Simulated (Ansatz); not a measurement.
Relaxation of a periodic cell of 23 atoms, Si8O15 (host SiO2, host structure P4_2/mnm, one O atom removed), cell charge -2, to a largest force component of 0.03 eV/Å in at most 60 steps.

These are results of DFT PBE-D3(BJ), scalar-relativistic, plane waves, PAW (Ansatz), not measurements. Settings: PAW set soft_1, cutoff 420 eV, k mesh 2x2x2, gaussian smearing 0.02 eV, no spin polarisation.

```xyz
23
Lattice="-4.1501 -4.1501 0.0000 4.1501 -4.1501 0.0000 0.0000 0.0000 5.3150" Properties=species:S:1:pos:R:3
Si -0.009 -4.148 0.015
Si 2.073 -2.082 1.330
O 1.266 -2.877 0.000
O 0.802 -0.785 1.323
O -1.274 -5.445 -0.055
O 3.373 -3.367 1.399
Si -0.014 -4.154 2.664
Si 2.103 -2.076 4.039
O 1.278 -2.812 2.665
O 0.819 -0.780 4.006
O -1.267 -5.474 2.671
O 3.375 -3.370 3.960
Si -0.035 0.038 0.011
Si -2.082 -2.073 1.316
O -2.831 -2.863 0.012
O 0.792 -4.877 1.356
O -1.278 -1.285 0.049
O -0.784 -3.364 1.348
Si -0.042 -0.006 2.640
Si -2.082 -2.081 3.971
O 0.757 -4.908 4.014
O -1.318 -1.294 2.631
O -0.824 -3.306 4.014
```

Question: Where does it end, and by what steps?

Answer: It converged. Limits of this set-up: coarse k mesh, charged cell in a uniform background, uncorrected. After 10 steps the energy has fallen by 4.289 eV; Si20 moved furthest, 0.80 Å. Parted: O17–Si20 (1.79 → 2.73 Å), Si20–O22 (1.73 → 2.25 Å). Joined: Si19–Si20 (3.20 → 2.28 Å).

```tsv
step	energy less start (eV)	largest force component (eV/Å)	accepted
0	0.0000	3.719	yes
1	-1.3224	2.777	yes
2	-2.7841	1.439	yes
3	-3.1814	1.709	yes
4	-3.4807	1.966	yes
5	-3.6460	1.199	yes
6	-4.1610	0.666	yes
7	-4.2199	0.487	yes
8	-4.2817	0.184	yes
9	-4.2885	0.035	yes
10	-4.2888	0.014	yes
```

```xyz
23
Lattice="-4.1501 -4.1501 0.0000 4.1501 -4.1501 0.0000 0.0000 0.0000 5.3150" Properties=species:S:1:pos:R:3
Si -0.020 -4.161 -0.035
Si 2.092 -2.049 1.363
O 1.244 -2.897 0.054
O 0.954 -0.709 1.384
O -1.263 -5.404 0.009
O 3.432 -3.187 1.384
Si -0.003 -4.144 2.631
Si 2.049 -2.092 4.035
O 1.262 -2.879 2.666
O 0.799 -0.917 4.120
O -1.277 -5.418 2.705
O 3.224 -3.342 4.120
Si -0.003 0.006 0.096
Si -1.939 -1.929 1.395
O -2.888 -2.879 -0.074
O 0.782 -4.935 1.307
O -1.190 -1.181 0.131
O -0.794 -3.359 1.307
Si 0.063 0.072 2.791
Si -2.557 -2.548 3.523
O 0.785 -4.996 3.920
O -1.095 -1.086 2.628
O -0.855 -3.356 3.920
```

Run time: 83 s on 1 thread of Arm Neoverse V2, on a shared host, peak memory 0.43 GiB.
